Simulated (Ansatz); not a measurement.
# Ge2Sb2Te5 (P-3m1) in Ansatz: notebook

The runs below take Ge2Sb2Te5 through relaxation of cell and atoms, single point, with BLYP, PBE.

All numbers are computed with Ansatz 0.2.0; they aren't measurements. Logs are shortened: lines on timing, memory, paths and dates and some standing lists are left out, and cuts for length are marked.

**1. The structure**

Symmetry: P-3m1, No. 164, trigonal system. The conventional cell has a = 4.294 Å, b = 4.294 Å, c = 17.101 Å, α = 90.00°, β = 90.00°, γ = 120.00°. Te (site symmetry 3m) is surrounded by 3 Sb at 3.01 Å. Around Te (site symmetry 3m) lie 3 Ge at 3.00 Å and 3 Sb at 3.20 Å. Te (site symmetry -3m) is surrounded by 6 Ge at 3.04 Å. Sb (site symmetry 3m) has 6 Te at 3.01 to 3.20 Å as nearest neighbours. Around Ge (site symmetry 3m) lie 6 Te at 3.00 to 3.04 Å.

The cell comes from a database or a generator and needn't be the stable form of this composition.

**2. Relaxation of cell and atoms, BLYP**

Contents of input.yaml:

```yaml
crystal:
  lattice:
    - [4.2940644248, 0.0, 0.0]
    - [-2.1470322124, 3.7187688774, 0.0]
    - [0.0, 0.0, 17.101346]
  atoms:
    - { symbol: Te, position: [0.6666666667, 0.3333333333, 0.419892] }
    - { symbol: Te, position: [0.3333333333, 0.6666666667, 0.580108] }
    - { symbol: Te, position: [0.3333333333, 0.6666666667, 0.201542] }
    - { symbol: Te, position: [0.6666666667, 0.3333333333, 0.798458] }
    - { symbol: Te, position: [0.0, 0.0, 0.0] }
    - { symbol: Sb, position: [0.0, 0.0, 0.320068] }
    - { symbol: Sb, position: [0.0, 0.0, 0.679932] }
    - { symbol: Ge, position: [0.6666666667, 0.3333333333, 0.102895] }
    - { symbol: Ge, position: [0.3333333333, 0.6666666667, 0.897105] }
hamiltonian:
  xc: blyp
  pseudopotentials: { kind: paw }
kpoints:
  mp_grid: { grid: [5, 5, 2] }
scf:
  occupations: { method: fermi_dirac, width: 0.05 }
output:
  forces: true
  stress: true
  eigenvalues: true
relax:
  f_tol: 0.01
  max_steps: 40
  cell: { stress_tol: 0.05 }
```

Potentials or basis: Ansatz PAW.

Launch:

```console
$ ansatz run input.yaml --threads 4 --pin off --max-ram 11264MiB --backend cpu --events-out ev --progress --plain --runs-dir out
```

Log:

```text
Warning: RAYON_NUM_THREADS=4 ignored (pool sized by the plan → 4); use --threads N
Engine: ansatz 0.2.0, aarch64-unknown-linux-gnu
Pseudopotentials: kind: paw
Pseudopotential: Te, paw, valence charge 16, recommended cutoff 420 eV (normal), Te.paw.azcp
Pseudopotential: Sb, paw, valence charge 15, recommended cutoff 420 eV (normal), Sb.paw.azcp
Pseudopotential: Ge, paw, valence charge 14, recommended cutoff 420 eV (normal), Ge.paw.azcp
Functional definition: BLYP
  parameter beta = 0.0042
  parameter a = 0.04918
  parameter b = 0.132
  parameter c = 0.2533
  parameter d = 0.349
  exchange = b88_x(beta = beta)
  correlation = lyp_c(a = a, b = b, c = c, d = d)
Crystal: 9 atoms, lattice volume = 273.085 Å³
Basis set: ecut = 420 eV, 5295 PW (Γ), exchange–correlation on 60×60×240 points (8 copies of the dense FFT grid, shifted against one another)
Bands: 83, of which v1, the nominal top of the filled ones, is band 69 counted from 1 (68 counted from 0)
Symmetry: 12 space group operations
Space group: P-3m1 (ITA 164), of the structure as read, at distance tolerance 6.5e-5 Å
k-points: 10 of 50
Non-local potential: Te, projectors of the file, l = 0: 2, l = 1: 2, l = 2: 2, l = 3: 2
Non-local potential: Sb, projectors of the file, l = 0: 2, l = 1: 2, l = 2: 2, l = 3: 2
Non-local potential: Ge, projectors of the file, l = 0: 2, l = 1: 2, l = 2: 3, l = 3: 1
PAW form: soft (Blöchl's): semilocal exchange-correlation on the pseudo side does not see the compensation charge
PAW frozen core: Te, regenerated for the run's functional, and the local potential with it (the file was generated under x = pbe(κ = 0.804, μ = 0.2195149727645171), c = pbe(β = 0.06672455060314922))
PAW frozen core: Sb, regenerated for the run's functional, and the local potential with it (the file was generated under x = pbe(κ = 0.804, μ = 0.2195149727645171), c = pbe(β = 0.06672455060314922))
PAW frozen core: Ge, regenerated for the run's functional, and the local potential with it (the file was generated under x = pbe(κ = 0.804, μ = 0.2195149727645171), c = pbe(β = 0.06672455060314922))
PAW one-centre angular grid: Te, 590 points (default); XC on 64 Gauss nodes
PAW one-centre angular grid: Sb, 590 points (default); XC on 64 Gauss nodes
PAW one-centre angular grid: Ge, 590 points (default); XC on 64 Gauss nodes
Initial density: superposition of atomic densities (neutral atoms: chi_scale 0, normalization atom), corrected by the library's trained network
Initial wavefunctions: pseudopotential atomic-orbital guess
Functional: x = b88, c = lyp
SCF iter   1: F=—  HF=-56599.355833 eV  |F-HF|=—  |Δ(HF+E_count)|=         —  Δρ=6.33e-3  dr2=2.30e-1  ethr=1.77e-3  ⟨swp⟩=6.9  Hψ=3169  notcnv=0  defer=2
[... 222 lines left out ...]
SCF 15 converged in 10 iterations: F = -56599.818828 eV  dr2 = 7.46e-11
relax step  15: F+E_penalty+E_count = -56599.81882840 eV  Δ(F+E_penalty+E_count) = -6.245e-3 eV  max|allowed force component| = 4.674e-3 eV/Å  Δτ_max = 0.0000 Å  P = -0.005 GPa  Ω = 356.551 Å³  stress off target by 2.53e-2 GPa  SCF on the basis re-selected at this cell (its energy is not comparable with the rows above)  (10 SCF iters)
basis re-selected at this cell: Δ(F+E_penalty+E_count) = -6.245e-3 eV, ΔP = +0.008 GPa vs the last step (what re-selecting the basis moved, of the pressure what is left beyond the Pulay correction that the steps carried, after the strain that the cell walked since its last selection, with what the two solves' SCF thresholds leave and, on support functions, any second-order correction that the steps lacked; it is no measure of the basis error at this ecutwfc). The dense FFT grid was sized anew with the basis: this SCF ran on 30×30×144 points, the steps before it on 30×30×135, so part of this shift can come from that change (see relax.cell in the input reference). This SCF's stress stands 2.53e-2 GPa from its target on what of the cell is left free (relax.cell.stress_tol is 5.00e-2 GPa) and its largest allowed force component is 4.67e-3 eV/Å (relax.f_tol is 1.00e-2 eV/Å): within both
SCF converged after 10 iterations
Free energy (F): -56599.818828 eV
Harris-Foulkes:  -56599.818828 eV  (|F-HF|=4.22e-10)
Internal energy: -56599.818807 eV  (E = F + TS)
E sigma→0 (E₀):  -56599.818818 eV
Entropy (-TS):   -0.000021 eV (-0.002 meV/atom)
Fermi energy:    6.180199 eV
--- Per-component energies (eV) ---
  E_band       = -2316.039830
  E_kinetic    = 1532.590026
  E_local      = -30171.373147  (includes V_loc(G=0)·N_el)
  E_nonlocal   = -29.386279
  E_hartree    = 15316.419801
  E_xc         = -1030.600550
  E_vxc        = -813.757526  (∫ρ·V_xc dr)
  E_paw        = -36640.647131  (= ΣΔE_a)
  E_vpaw       = -3466.953213  (= ΣTr[D̂ρ^β])
  E_aug_tail   = -0.000480  (compensation charges beyond the density's cutoff)
  E_ewald      = -5576.761768
  E_core_change = -0.059280  (= ΣΔE_core)
  E_smearing   = -0.000021  (= −TS)
  E_closure    = -0.000000  (closes the sum)
  Σ components = -56599.818828   (vs F -56599.818828, Δ=0.00e0)
--- Forces (eV/Å), atoms counted from 1 ---
  atom   1  Te     0.00000000     0.00000000    -0.00467390
  atom   2  Te    -0.00000000    -0.00000000     0.00467390
  atom   3  Te     0.00000000     0.00000000     0.00167248
  atom   4  Te    -0.00000000    -0.00000000    -0.00167248
  atom   5  Te     0.00000000    -0.00000000     0.00000000
  atom   6  Sb    -0.00000000    -0.00000000     0.00066322
  atom   7  Sb    -0.00000000     0.00000000    -0.00066322
  atom   8  Ge    -0.00000000    -0.00000000     0.00184549
  atom   9  Ge     0.00000000     0.00000000    -0.00184549
  max |Σ_I F_I| component: 3.47e-17 eV/Å
--- Stress (GPa, compression-positive) ---
       -0.020047       0.000000      -0.000000
        0.000000      -0.020047       0.000000
       -0.000000       0.000000       0.025297
  P = ⅓ Tr σ = -0.0049 GPa (-0.049 kbar)
--- Band table (eV; the first three rows and the last of 10) ---
  k-point 0: bands = ["-30.6312", "-30.6312", "-30.6312", "-30.6312", "-30.5987", "-30.5987", "-30.5986", "-30.5986", "-30.5864", "-30.5864", "-30.2898", "-30.2898", "-30.2837", "-30.2837", "-30.2836", "-30.2836", "-30.2603", "-30.2603", "-30.2603", "-30.2603", "-30.1382", "-30.1376", "-30.1376", "-30.1305", "-30.1305", "-23.4759", "-23.4759", "-23.4759", "-23.4759", "-23.4683", "-23.4683", "-23.4683", "-23.4683", "-23.4678", "-23.4678", "-18.8003", "-18.8003", "-18.8000", "-18.8000", "-18.7980", "-18.7979", "-18.7945", "-18.7945", "-18.7942", "-18.7942", "-6.2635", "-6.2226", "-5.6831", "-5.2317", "-4.7153", "-2.3481", "-2.0047", "-0.9770", "0.0938", "4.2406", "4.3029", "4.3138", "4.3138", "4.3153", "4.3153", "4.8220", "4.8220", "4.9343", "4.9343", "5.1087", "5.1597", "5.1597", "5.1975", "5.5036", "6.6032", "6.7472", "6.7472", "6.9536", "7.0089", "7.0089", "7.7750", "7.8070", "7.8070", "8.7955", "8.8377", "8.8377", "10.2449", "11.6314"]
[... 3 lines left out ...]
--- Relaxed structure (13 steps of the walk, 13 accepted, 2 SCFs on fresh bases) ---
  F+E_penalty+E_count = -56599.81882840 eV   max|allowed force component| = 4.674e-3 eV/Å   (the final SCF, on the basis selected at the relaxed cell)
  cell:  # Å, volume = 356.5509 Å³
    - [4.42104953700729, -4.758898737319654e-33, -3.144272380014771e-33]
    - [-2.210524768503645, 3.828741210437744, 6.88380837133761e-32]
    - [6.768776438026431e-32, 4.386167131841128e-31, 21.063967431706633]
  atoms:
    - { symbol: Te, position: [0.6666666666666666, 0.3333333333333333, 0.3480873669722241] }
    - { symbol: Te, position: [0.3333333333333333, 0.6666666666666666, 0.6519126330277759] }
    - { symbol: Te, position: [0.3333333333333333, 0.6666666666666666, 0.16744811307075536] }
    - { symbol: Te, position: [0.6666666666666666, 0.3333333333333333, 0.8325518869292444] }
    - { symbol: Te, position: [-1.7624851671178053e-34, -1.3810519971459904e-34, -5.635435154820896e-21] }
    - { symbol: Sb, position: [-1.596180178620167e-32, -2.5998303846273243e-32, 0.26808523246477034] }
    - { symbol: Sb, position: [1.656657454950285e-32, 2.661977724498893e-32, 0.7319147675352298] }
    - { symbol: Ge, position: [0.6666666666666666, 0.3333333333333333, 0.08598451894301204] }
    - { symbol: Ge, position: [0.3333333333333333, 0.6666666666666666, 0.914015481056988] }
```

It took 81 s on 4 threads of Arm Neoverse V1, shared host; peak memory 1.2 GiB.

Results:

| Quantity | Value |
| --- | --- |
| Free energy | -56599.8188 eV |
| Relaxed volume | 39.62 Å³/atom |
| Relaxed cell | a = 4.421 Å, b = 4.421 Å, c = 21.064 Å, α = 90.00°, β = 90.00°, γ = 120.00° |
| Space group after relaxing (to 0.05 Å) | P-3m1 (No. 164) |
| Energy gained by relaxing | 57.6 meV/atom |
| Ionic steps | 15 |
| Pressure after relaxing | 0.0 GPa |
| Largest force after relaxing | 0.005 eV/Å |
| Band gap on the k mesh | 0.94 eV, indirect (least direct gap 1.10 eV) |

Forces on the atoms (eV/Å):
```
Te   0.000  0.000 -0.005
Te   0.000  0.000  0.005
Te   0.000  0.000  0.002
Te   0.000  0.000 -0.002
Te   0.000  0.000  0.000
Sb   0.000  0.000  0.001
Sb   0.000  0.000 -0.001
Ge   0.000  0.000  0.002
Ge   0.000  0.000 -0.002
```

Step by step:
```csv
step,energy change (eV),largest force (eV/Å),volume (Å³)
1,0.0000,0.0827,273.09
2,-0.3226,0.3541,312.50
3,-0.4241,0.0890,307.89
4,-0.4554,0.0566,309.83
5,-0.4748,0.0244,316.85
6,-0.4799,0.0187,322.92
7,-0.4800,0.0215,324.53
8,-0.4801,0.0021,325.14
9,-0.4969,0.0020,325.14
10,-0.5031,0.0128,331.06
11,-0.5092,0.0139,341.59
12,-0.5120,0.0161,352.82
13,-0.5113,0.0059,358.28
14,-0.5118,0.0044,356.55
15,-0.5180,0.0047,356.55
```

Final structure:
```xyz
9
Lattice="4.4210 0.0000 0.0000 -2.2105 3.8287 0.0000 0.0000 0.0000 21.0640" Properties=species:S:1:pos:R:3 pbc="T T T"
Te    2.2105    1.2762    7.3321
Te    0.0000    2.5525   13.7319
Te    0.0000    2.5525    3.5271
Te    2.2105    1.2762   17.5368
Te    0.0000    0.0000    0.0000
Sb    0.0000    0.0000    5.6469
Sb    0.0000    0.0000   15.4170
Ge    2.2105    1.2762    1.8112
Ge    0.0000    2.5525   19.2528
```

Levels at points of the mesh, in eV from the valence-band top:
| k point | band 66 | band 67 | band 68 | band 69 | band 70 | band 71 | band 72 | band 73 |
| --- | --- | --- | --- | --- | --- | --- | --- | --- |
| (0.00, 0.00, 0.00) | -0.50 | -0.50 | -0.46 | -0.16 | 0.94 | 1.09 | 1.09 | 1.29 |
| (0.00, 0.00, -0.50) | -0.50 | -0.50 | -0.42 | -0.17 | 0.95 | 1.09 | 1.09 | 1.29 |

Caveat: the volume moved by over 15 % at a fixed basis, so the end points are rough; odd divisions of the mesh miss points on the zone boundary, where band edges often lie, so the gap on the mesh can be too wide; the plane-wave basis is chosen anew once the cell has moved, so the energies of steps on either side of that aren't comparable; spin-orbit coupling is left out, which moves the levels of the heavy elements; the PAW data sets come from PBE, with cores solved anew for the run's functional, which leaves a small shift of forces and pressure. A k mesh can miss the band edges.

**3. Single point, PBE**

Changes to input.yaml since step 2:

```diff
@@ -16,8 +16,8 @@
 hamiltonian:
-  xc: blyp
+  xc: pbe
   pseudopotentials: { kind: paw }
 kpoints:
-  mp_grid: { grid: [5, 5, 2] }
+  mp_grid: { grid: [7, 7, 2] }
 scf:
-  occupations: { method: fermi_dirac, width: 0.05 }
+  occupations: { method: gaussian, width: 0.011 }
 output:
@@ -26,5 +26,5 @@
   eigenvalues: true
-relax:
-  f_tol: 0.01
-  max_steps: 40
-  cell: { stress_tol: 0.05 }
+  write_density: true
+  write_potential: true
+  elf: true
+  volumetric_format: npy
```

Potentials or basis: Ansatz PAW.

Launch:

```console
$ ansatz run input.yaml --threads 4 --pin off --max-ram 11264MiB --backend cpu --events-out ev --progress --plain --runs-dir out
```

Wall time 7.6 s (4 threads of Arm Neoverse V1, shared host); peak memory 0.98 GiB.

Results (log left out):

```yaml
Free_energy: -56459.6702 eV
Pressure: 0.3 GPa
Largest_force: 0.091 eV/Å
Band_gap_on_the_k_mesh: 0.28 eV, direct
```

Forces in eV/Å, atoms in the order of the input:
```
Te   0.000  0.000 -0.054
Te   0.000  0.000  0.054
Te   0.000  0.000 -0.043
Te   0.000  0.000  0.043
Te   0.000  0.000  0.000
Sb   0.000  0.000 -0.065
Sb   0.000  0.000  0.065
Ge   0.000  0.000 -0.091
Ge   0.000  0.000  0.091
```

Levels at points of the mesh, in eV from the valence-band top:
| k point | band 65 | band 66 | band 67 | band 68 | band 69 | band 70 | band 71 | band 72 | band 73 | band 74 |
| --- | --- | --- | --- | --- | --- | --- | --- | --- | --- | --- |
| (0.00, 0.00, 0.00) | -1.26 | -1.26 | -1.14 | -0.83 | 0.00 | 0.28 | 0.28 | 0.33 | 0.92 | 0.92 |
| (0.00, 0.00, -0.50) | -1.42 | -1.34 | -1.34 | -0.70 | -0.14 | 0.50 | 0.50 | 0.57 | 0.57 | 0.58 |

Caveat: odd divisions of the mesh miss points on the zone boundary, where band edges often lie, so the gap on the mesh can be too wide; spin-orbit coupling is left out, which moves the levels of the heavy elements. A k mesh can miss the band edges.

**4. Relaxation of cell and atoms, PBE**

Changes to input.yaml since step 3:

```diff
@@ -19,5 +19,5 @@
 kpoints:
-  mp_grid: { grid: [7, 7, 2] }
+  mp_grid: { grid: [5, 5, 2] }
 scf:
-  occupations: { method: gaussian, width: 0.011 }
+  occupations: { method: fermi_dirac, width: 0.05 }
 output:
@@ -26,5 +26,5 @@
   eigenvalues: true
-  write_density: true
-  write_potential: true
-  elf: true
-  volumetric_format: npy
+relax:
+  f_tol: 0.01
+  max_steps: 40
+  cell: { stress_tol: 0.05 }
```

Launch:

```console
$ ansatz run input.yaml --threads 4 --pin off --max-ram 11264MiB --backend cpu --events-out ev --progress --plain --runs-dir out
```

Wall time 28 s (4 threads of Arm Neoverse V2, shared host); peak memory 0.96 GiB.

It converged, with:

| Item | Value |
| --- | --- |
| Free energy | -56459.7521 eV |
| Relaxed volume | 31.73 Å³/atom |
| Relaxed cell | a = 4.287 Å, b = 4.287 Å, c = 17.945 Å, α = 90.00°, β = 90.00°, γ = 120.00° |
| Space group after relaxing (to 0.05 Å) | P-3m1 (No. 164) |
| Energy gained by relaxing | 6.7 meV/atom |
| Ionic steps | 8 |
| Pressure after relaxing | 0.0 GPa |
| Largest force after relaxing | 0.004 eV/Å |
| Band gap on the k mesh | 0.73 eV, direct |

Forces in eV/Å, atoms in the order of the input:
```
Te   0.000  0.000  0.000
Te   0.000  0.000  0.000
Te   0.000  0.000  0.004
Te   0.000  0.000 -0.004
Te   0.000  0.000  0.000
Sb   0.000  0.000 -0.001
Sb   0.000  0.000  0.001
Ge   0.000  0.000 -0.002
Ge   0.000  0.000  0.002
```

The path:
```tsv
step	energy change (eV)	largest force (eV/Å)	volume (Å³)
1	0.0000	0.1175	273.09
2	-0.0242	0.1643	277.01
3	-0.0425	0.1008	278.43
4	-0.0551	0.0277	281.48
5	-0.0574	0.0124	283.26
6	-0.0581	0.0044	284.91
7	-0.0580	0.0035	285.58
8	-0.0600	0.0035	285.58
```

Final structure:
```cif
data_structure
_symmetry_space_group_name_H-M 'P 1'
_symmetry_Int_Tables_number 1
_cell_length_a 4.2867
_cell_length_b 4.2867
_cell_length_c 17.9453
_cell_angle_alpha 90.000
_cell_angle_beta 90.000
_cell_angle_gamma 120.000
_cell_volume 285.58
loop_
_atom_site_label
_atom_site_type_symbol
_atom_site_fract_x
_atom_site_fract_y
_atom_site_fract_z
_atom_site_occupancy
Te1 Te 0.66667 0.33333 0.39956 1
Te2 Te 0.33333 0.66667 0.60044 1
Te3 Te 0.33333 0.66667 0.19035 1
Te4 Te 0.66667 0.33333 0.80965 1
Te5 Te 0.00000 0.00000 0.00000 1
Sb1 Sb 0.00000 0.00000 0.30495 1
Sb2 Sb 0.00000 0.00000 0.69505 1
Ge1 Ge 0.66667 0.33333 0.09746 1
Ge2 Ge 0.33333 0.66667 0.90254 1
```

Levels at points of the mesh, in eV from the valence-band top:
```
            k point  band 67  band 68  band 69  band 70  band 71  band 72
 (0.00, 0.00, 0.00)    -0.70    -0.50     0.00     0.73     0.78     0.78
(0.00, 0.00, -0.50)    -0.92    -0.30    -0.10     0.80     0.84     0.84
```

Caveat: odd divisions of the mesh miss points on the zone boundary, where band edges often lie, so the gap on the mesh can be too wide; the plane-wave basis is chosen anew once the cell has moved, so the energies of steps on either side of that aren't comparable; spin-orbit coupling is left out, which moves the levels of the heavy elements; this functional lacks dispersion, which binds the layers, so the pressure and a relaxed spacing across them are unreliable. A k mesh can miss the band edges.

**5. Summary**

| task | level | cell | k mesh | smearing | gap on the mesh (eV) | pressure (GPa) | relaxed volume (Å³/atom) |
| --- | --- | --- | --- | --- | --- | --- | --- |
| relaxation of cell and atoms | BLYP | relaxed | 5 × 5 × 2 | fermi-dirac 0.05 eV | 0.94 | 0.0 | 39.62 |
| single point | PBE | as given | 7 × 7 × 2 | gaussian 0.011 eV | 0.28 | 0.3 | - |
| relaxation of cell and atoms | PBE | relaxed | 5 × 5 × 2 | fermi-dirac 0.05 eV | 0.73 | 0.0 | 31.73 |

Alike in all rows: potentials or basis Ansatz PAW; no spin polarisation; cutoff (eV) 420.

Caveats: odd divisions of the mesh miss points on the zone boundary, where band edges often lie, so the gap on the mesh can be too wide; spin-orbit coupling is left out, which moves the levels of the heavy elements; the plane-wave basis is chosen anew once the cell has moved, so the energies of steps on either side of that aren't comparable (some runs); the volume moved by over 15 % at a fixed basis, so the end points are rough (some runs); the PAW data sets come from PBE, with cores solved anew for the run's functional, which leaves a small shift of forces and pressure (some runs); this functional lacks dispersion, which binds the layers, so the pressure and a relaxed spacing across them are unreliable (some runs).

Absolute energies hang on the potentials; compare differences alone.
